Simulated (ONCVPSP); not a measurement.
# An ONCV potential for In, from input to tests

Aim: build the potential from the settings below, then test how well it stands in for the atom: other configurations, scattering, ghost states and the plane-wave cutoff that it needs.

Program: ONCVPSP 4.0.1. Reference atom: PBE, scalar-relativistic, spherical and spin-unpolarised. All values are calculated.

### 1 Settings

Typed settings, in words:

| Quantity | Value |
| --- | --- |
| element | indium (In, Z = 49) |
| type | optimised norm-conserving Vanderbilt (ONCV) |
| frozen core | [Kr] 4d10 |
| valence charge | 3 |
| reference configuration | 5s2 5p1 |
| partial waves | 5s: rc 2.10 bohr, ncon 4, nbas 7, qcut 2.5 1/bohr, 1 projector; 5p: rc 2.20 bohr, ncon 4, nbas 7, qcut 3.4 1/bohr, 2 projectors, debl 0.7 Ha; d scattering state at 0.42 Ha: rc 2.30 bohr, ncon 4, nbas 8, qcut 3.8 1/bohr, 2 projectors, debl 3.1 Ha |
| local potential | polynomial inside 2.00 bohr (lpopt 3, dvloc0 0 Ha) |
| core correction | polynomial model core, fcfact 0.45 |

### 2 Generating the potential

The input, In.dat:

```
# ATOM AND REFERENCE CONFIGURATION
# atsym  z   nc   nv     iexc    psfile
  In 49.00    9    2        4      upf
#
#   n    l    f
    1    0    2.00
    2    0    2.00
    2    1    6.00
    3    0    2.00
    3    1    6.00
    3    2   10.00
    4    0    2.00
    4    1    6.00
    4    2   10.00
    5    0    2.00
    5    1    1.00
#
# PSEUDOPOTENTIAL AND OPTIMIZATION
# lmax
    2
#
#   l,   rc,      ep,       ncon, nbas, qcut
    0    2.10    0.00    4    7    2.50
    1    2.20    0.00    4    7    3.40
    2    2.30    0.42    4    8    3.80
#
# LOCAL POTENTIAL
# lloc, lpopt,  rc(5),   dvloc0
    4    3    2.00    0.00
#
# VANDERBILT-KLEINMAN-BYLANDER PROJECTORs
# l, nproj, debl
    0    1    2.00
    1    2    0.70
    2    2    3.10
#
# MODEL CORE CHARGE
# icmod, fcfact, rcfact
    1    0.45    0.00
#
# LOG DERIVATIVE ANALYSIS
# epsh1, epsh2, depsh
   -2.00    5.00    0.02
#
# OUTPUT GRID
# rlmax, drl
    6.00    0.01
#
# TEST CONFIGURATIONS
# ncnf
    4
# nvcnf
#   n    l    f
    2
    5    0    2.00
    5    1    0.00
#
    2
    5    0    1.00
    5    1    0.00
#
    2
    5    0    2.00
    5    1    0.50
#
    2
    5    0    1.00
    5    1    2.00
#
```

The run is started by

```console
$ oncvpsp.x < In.dat > In.out
```

What the program wrote to In.out (without the consistency checks and plot data):

```text
ONCVPSP  (Optimized Norm-Conservinng Vanderbilt PSeudopotential)
scalar-relativistic version 4.0.1

#   n    l    f        energy (Ha)
    1    0    2.00    -1.0199550E+03
    2    0    2.00    -1.5271681E+02
    2    1    6.00    -1.3706868E+02
    3    0    2.00    -2.8979330E+01
    3    1    6.00    -2.3855262E+01
    3    2   10.00    -1.5901853E+01
    4    0    2.00    -4.3974108E+00
    4    1    6.00    -2.8712316E+00
    4    2   10.00    -6.8439220E-01
    5    0    2.00    -3.0176496E-01
    5    1    1.00    -9.2560952E-02

Reference configufation results
  iterations    22
  all-electron total energy (Ha)   -5.88163595D+03

Begin loop to  construct optimized pseudo wave functions
and semi-local pseudopoentials for all angular momenta

Calculating optimized projector #   1

 for l=   0

    Fraction of norm inside rc  0.330686
    Optimizing pswf for qcut=   2.50 a_B^-1,  ecut=   3.13 Ha
    Residual kinetic energy error=  1.29D-02 Ha

    Energy error per electron        Cutoff
         Ha          eV             Ha
         0.01000     0.27211        3.45
         0.00100     0.02721       18.27
         0.00010     0.00272       25.29
         0.00001     0.00027       29.72

   Wellstate for l =  1  n =  6
     eigenvalue =   0.6074
     asymptotic potential =   1.1074
     half-point radius =  5.2156

Calculating optimized projector #   1

 for l=   1

    Fraction of norm inside rc  0.138389
    Optimizing pswf for qcut=   3.41 a_B^-1,  ecut=   5.81 Ha
    Residual kinetic energy error=  1.27D-04 Ha

    Energy error per electron        Cutoff
         Ha          eV             Ha
         0.01000     0.27211        1.00
         0.00100     0.02721        4.08
         0.00010     0.00272        6.01
         0.00001     0.00027       16.94

Calculating optimized projector #   2

 for l=   1

    Fraction of norm inside rc  0.185209
    Optimizing pswf for qcut=   3.41 a_B^-1,  ecut=   5.81 Ha
    Residual kinetic energy error=  3.32D-03 Ha

    Energy error per electron        Cutoff
         Ha          eV             Ha
         0.01000     0.27211        3.28
         0.00100     0.02721       20.60
         0.00010     0.00272       39.70
         0.00001     0.00027       45.54

   Wellstate for l =  2  n =  5
     eigenvalue =   0.4200
     asymptotic potential =   0.9200
     half-point radius =  4.2766

   Wellstate for l =  2  n =  7
     eigenvalue =   3.5200
     asymptotic potential =   4.0200
     half-point radius =  3.8569

Calculating optimized projector #   1

 for l=   2

    Fraction of norm inside rc  0.140945
    Optimizing pswf for qcut=   3.79 a_B^-1,  ecut=   7.19 Ha
    Residual kinetic energy error=  1.69D-02 Ha

    Energy error per electron        Cutoff
         Ha          eV             Ha
         0.01000     0.27211        9.58
         0.00100     0.02721       40.79
         0.00010     0.00272       48.87
         0.00001     0.00027       74.67

Calculating optimized projector #   2

 for l=   2

    Fraction of norm inside rc  0.175733
    Optimizing pswf for qcut=   3.79 a_B^-1,  ecut=   7.19 Ha
    Residual kinetic energy error=  7.97D-01 Ha

    Energy error per electron        Cutoff
         Ha          eV             Ha
         0.01000     0.27211       56.50
         0.00100     0.02721       71.77
         0.00010     0.00272      105.31

Construct Vanderbilt / Kleinmman-Bylander projectors

B matrix Hermiticity error, ll=   1
   1   2    2.3545E-05

  Orthonormal projector coefficients  9.4795E+00  1.1945E+00

B matrix Hermiticity error, ll=   2
   1   2   -1.6889E-04

  Orthonormal projector coefficients -6.2142E+01  2.6508E+00

Model core correction analysis
  based on d2Exc/dn_idn_j

d2excae - all-electron derivatives

   -1.386948D-02   -5.700649D-03
   -6.666825D-03   -2.931252D-03

d2excps - pseudofunction derivatives with no core correction

   -2.748023D-02   -9.713315D-03
   -1.162441D-02   -4.394615D-03

rms 2nd derivative error    7.551046E-03

Polynomial model core charge

d2excps - pseudofunction derivatives with core correction

   -1.439315D-02   -5.929962D-03
   -6.897044D-03   -3.028814D-03

rms 2nd derivative error    3.119845E-04

Pseudoatom total energy   -1.969932

Diagnostic tests using Vanderbilt-Kleinman-Bylander pseudopotentials
  1 or more projectors used as specified by nproj input data

   l    rcore       rmatch      e in        delta e   norm test  slope test

   0   2.1098058   2.1738641  -0.3017650  -0.0000011   1.0000000   1.0001150

   1   2.2000287   2.2668263  -0.0925610   0.0000007   1.0000173   1.0000128
   1   2.2000287   2.2668263   0.6074391   0.0000044   1.0001183   1.0001183

   2   2.3078745   2.3779466   0.4200000   0.0000057   1.0001672   1.0001672
   2   2.3078745   2.3779466   3.5200000  -0.0000032   1.0003671   1.0003671

 Testing for bound ghosts
   n   l    E NL Schr. Eq   E Basis Diag.   E Cutoff

   1   0       -0.301766       -0.297852     28.04

   2   1       -0.092560       -0.071620     45.40

       2                      -35.153873     63.93  WARNING - GHOST(-)

 Testing for highly-localized positive-energy ghosts
       l    <radius>/rc     E Basis Diag.   E Cutoff

       0        0.861760        0.785854     28.04  WARNING - GHOST(+)

       2        0.532849       14.291221     63.93  WARNING - GHOST(+)

       2        0.895080       42.085762     63.93  WARNING - GHOST(+)

Test configuration 0

   n   l     f        eae           eps        diff
   1   0  2.0000-1019.95496395
   2   0  2.0000 -152.71680934
   2   1  6.0000 -137.06867834
   3   0  2.0000  -28.97933047
   3   1  6.0000  -23.85526208
   3   2 10.0000  -15.90185308
   4   0  2.0000   -4.39741076
   4   1  6.0000   -2.87123162
   4   2 10.0000   -0.68439220
   5   0  2.0000   -0.30176496   -0.30176605   -1.09D-06
   5   1  1.0000   -0.09256095   -0.09256023    7.25D-07

    Total energies and differences
      AE_ref= -5.88163595D+03  AE_tst= -5.88163595D+03  dif=  0.00D+00
      PS_ref= -1.96993231D+00  PS_tst= -1.96993231D+00  dif=  5.55D-15
      PSP excitation error= -5.55D-15

Test configuration 1

   n   l     f        eae           eps        diff
   1   0  2.0000-1020.23088656
   2   0  2.0000 -152.99126966
   2   1  6.0000 -137.34330486
   3   0  2.0000  -29.25359294
   3   1  6.0000  -24.12953529
   3   2 10.0000  -16.17605630
   4   0  2.0000   -4.67171257
   4   1  6.0000   -3.14569823
   4   2 10.0000   -0.95816598
   5   0  2.0000   -0.54849627   -0.55063221   -2.14D-03

    Total energies and differences
      AE_ref= -5.88163595D+03  AE_tst= -5.88143885D+03  dif=  1.97D-01
      PS_ref= -1.96993231D+00  PS_tst= -1.77232544D+00  dif=  1.98D-01
      PSP excitation error= -5.05D-04

Test configuration 2

   n   l     f        eae           eps        diff
   1   0  2.0000-1020.62443740
   2   0  2.0000 -153.38008447
   2   1  6.0000 -137.73238653
   3   0  2.0000  -29.64280069
   3   1  6.0000  -24.51873439
   3   2 10.0000  -16.56498989
   4   0  2.0000   -5.06106775
   4   1  6.0000   -3.53499747
   4   2 10.0000   -1.34244364
   5   0  1.0000   -0.86991953   -0.88123045   -1.13D-02

    Total energies and differences
      AE_ref= -5.88163595D+03  AE_tst= -5.88073196D+03  dif=  9.04D-01
      PS_ref= -1.96993231D+00  PS_tst= -1.05903360D+00  dif=  9.11D-01
      PSP excitation error= -6.92D-03

Test configuration 3

   n   l     f        eae           eps        diff
   1   0  2.0000-1020.08376897
   2   0  2.0000 -152.84510151
   2   1  6.0000 -137.19703218
   3   0  2.0000  -29.10754977
   3   1  6.0000  -23.98348571
   3   2 10.0000  -16.03005135
   4   0  2.0000   -4.52567385
   4   1  6.0000   -2.99957074
   4   2 10.0000   -0.81254986
   5   0  2.0000   -0.41873024   -0.41941560   -6.85D-04
   5   1  0.5000   -0.19513209   -0.19549790   -3.66D-04

    Total energies and differences
      AE_ref= -5.88163595D+03  AE_tst= -5.88156463D+03  dif=  7.13D-02
      PS_ref= -1.96993231D+00  PS_tst= -1.89853093D+00  dif=  7.14D-02
      PSP excitation error= -8.88D-05

Test configuration 4

   n   l     f        eae           eps        diff
   1   0  2.0000-1020.01678753
   2   0  2.0000 -152.77708890
   2   1  6.0000 -137.12893273
   3   0  2.0000  -29.04037372
   3   1  6.0000  -23.91628488
   3   2 10.0000  -15.96274467
   4   0  2.0000   -4.45924085
   4   1  6.0000   -2.93303957
   4   2 10.0000   -0.74383223
   5   0  1.0000   -0.33811573   -0.34008682   -1.97D-03
   5   1  2.0000   -0.11829964   -0.11876592   -4.66D-04

    Total energies and differences
      AE_ref= -5.88163595D+03  AE_tst= -5.88142129D+03  dif=  2.15D-01
      PS_ref= -1.96993231D+00  PS_tst= -1.75450786D+00  dif=  2.15D-01
      PSP excitation error= -7.68D-04
```

Run time: 3.1 s. Hardware: 1 thread, shared host.

Partial waves on a coarse radial grid (AE all-electron, PS pseudo):

```csv
r (bohr),5s AE,5s PS
0.115,-0.0978,0.0119
0.230,0.1941,0.0274
0.345,0.1147,0.0486
0.460,-0.1224,0.0754
0.575,-0.2860,0.1061
0.690,-0.3218,0.1391
0.805,-0.2557,0.1739
0.920,-0.1315,0.2121
1.035,0.0151,0.2566
1.150,0.1608,0.3097
1.265,0.2929,0.3716
1.380,0.4055,0.4393
1.495,0.4970,0.5074
1.610,0.5683,0.5695
1.725,0.6212,0.6204
1.840,0.6579,0.6575
1.955,0.6809,0.6808
2.070,0.6924,0.6924
2.185,0.6944,0.6944
2.300,0.6888,0.6888
2.415,0.6771,0.6771
2.530,0.6605,0.6605
2.645,0.6403,0.6403
2.760,0.6172,0.6173
2.875,0.5923,0.5923
2.990,0.5660,0.5660
```

Densities times 4π (e/bohr³); a dash where the program caps the true core:

```csv
r (bohr),pseudo valence,true core,model core
0.115,0.02164,–,2.691
0.345,0.04104,–,2.676
0.575,0.07219,–,2.598
0.805,0.1023,–,2.41
1.035,0.1392,–,2.098
1.265,0.1982,–,1.688
1.495,0.2659,–,1.237
1.725,0.303,1.24,0.8125
1.955,0.2925,0.5458,0.4724
2.185,0.253,0.2493,0.2439
2.415,0.2051,0.1174,0.1174
2.645,0.1598,0.05662,0.05662
2.875,0.1216,0.02783,0.02783
```

### 3 The configuration tests of the same run

The tests as a table, with energies relative to 5s2 5p1.

```tsv
valence configuration	charge	ΔE all-electron (eV)	error AE − PS (meV)
5s2 5p0	+1	5.363	-14
5s1 5p0	+2	24.599	-188
5s2 5p0.5	+0.5	1.941	-2.4
5s1 5p2	0	5.841	-21
```

### 4 Scattering by logarithmic derivatives

Taken from the files of the generation run. The phase is arctan(r·R′/R) of the radial function R, unwrapped, with energies in Ha. A pole is an energy at which the radial function vanishes at the test radius. The pseudo phase is shifted by a multiple of π to meet the all-electron one at the reference energy. Levels narrower than the energy grid can be missing from the poles. The last column is the largest difference on the grid between −0.5 and +0.5 Ha.

| channel | radius (bohr) | reference (Ha) | poles AE | poles PS | window around the reference with phases within 0.05 rad (Ha) | largest difference near zero (rad) |
| --- | --- | --- | --- | --- | --- | --- |
| s | 2.14 | -0.30 | 1.59 | 0.71, 2.19 | below 0.5 | 0.034 |
| p | 2.23 | -0.09 | 2.09 | 1.96, 3.92 | below 2.3 | 0.001 |
| d | 2.34 | 0.42 | -0.58, 3.07 | 3.02 | -0.1 to 0.7 | 0.130 |

Phases (rad) along the scan:

```csv
E (Ha),d AE,d PS,s AE,s PS
-1.98,1.285,-1.756,1.160,1.146
-1.62,1.234,-1.774,1.060,1.043
-1.26,1.129,-1.796,0.877,0.855
-0.90,0.556,-1.828,0.482,0.458
-0.54,-1.625,-1.876,-0.292,-0.299
-0.18,-1.882,-1.956,-0.934,-0.935
0.18,-2.099,-2.115,-1.227,-1.245
0.54,-2.531,-2.538,-1.375,-1.440
0.90,-3.465,-3.598,-1.463,-2.924
1.26,-4.141,-4.250,-1.525,-4.539
1.62,-4.405,-4.472,-1.574,-4.632
1.98,-4.533,-4.576,-1.618,-4.686
2.34,-4.611,-4.637,-1.661,-4.729
2.70,-4.666,-4.681,-1.709,-4.769
3.06,-4.711,-4.717,-1.770,-4.812
3.42,-4.753,-4.753,-1.861,-4.865
3.78,-4.796,-4.800,-2.023,-4.943
4.14,-4.850,-4.894,-2.411,-5.089
4.50,-4.930,-5.402,-3.354,-5.488
4.86,-5.082,-7.512,-4.072,-6.699
```

### 5 Plane-wave cutoff and ghosts

Read off the output, the cutoffs (Ha) at which the residual kinetic energy of the hardest occupied pseudo-wave falls to 1 and 0.1 mHa per electron: 18 Ha and 25 Ha.

The program's own ghost test: GHOST(-) flagged for d at -956.6 eV; GHOST(+) flagged for s at 21.4 eV, d at 388.9 eV, d at 1145.2 eV.

Cutoff (Ha) at which the first wave of each channel reaches a given error (Ha per electron):

```csv
error,s,p,d
1.0e-02,3.5,1.0,9.6
3.2e-03,8.2,2.4,32.3
1.0e-03,18.3,4.1,40.8
3.2e-04,22.6,5.1,44.3
1.0e-04,25.3,6.0,48.9
3.2e-05,27.4,9.9,59.3
1.0e-05,29.7,16.9,74.7
```

### 6 Summary of results

| quantity | value |
| --- | --- |
| cutoffs for 1 and 0.1 mHa per electron, occupied waves | 18 Ha and 25 Ha |
| bound ghosts | d at -956.59 eV |
| GHOST(+) flags | s at 21 eV, d at 389 eV, d at 1145 eV |
| largest test error (AE − PS) | -188 meV, for 5s1 5p0 |
| largest phase difference near zero energy, channels read | 0.130 rad |
| rms error of d²Exc/dn², without and with the model core | 7.55 and 0.31 mHa |

**Reading.** It has a bound ghost (d), a state that the atom doesn't have, and that rules the file out. The worst unpolarised test, 5s1 5p0, is off by 188 meV on 24.6 eV; by total energies transferability rates as poor. The potential is of middling hardness: the looser tolerance needs 18 Ha. At the looser tolerance the 5s wave is the slowest; 5p needs 4 Ha. That counts occupied waves only; other projectors can need more. Near zero energy the largest phase difference among the channels read is 0.13 rad, in the d channel. The pseudo curves have a pole with no partner nearby in the atom's: s at 0.71 Ha. At positive energy that is a spurious or a displaced resonance. The program also flags highly localised states, GHOST(+) (s, d). These are tests on the free atom; a crystal test is still owed.
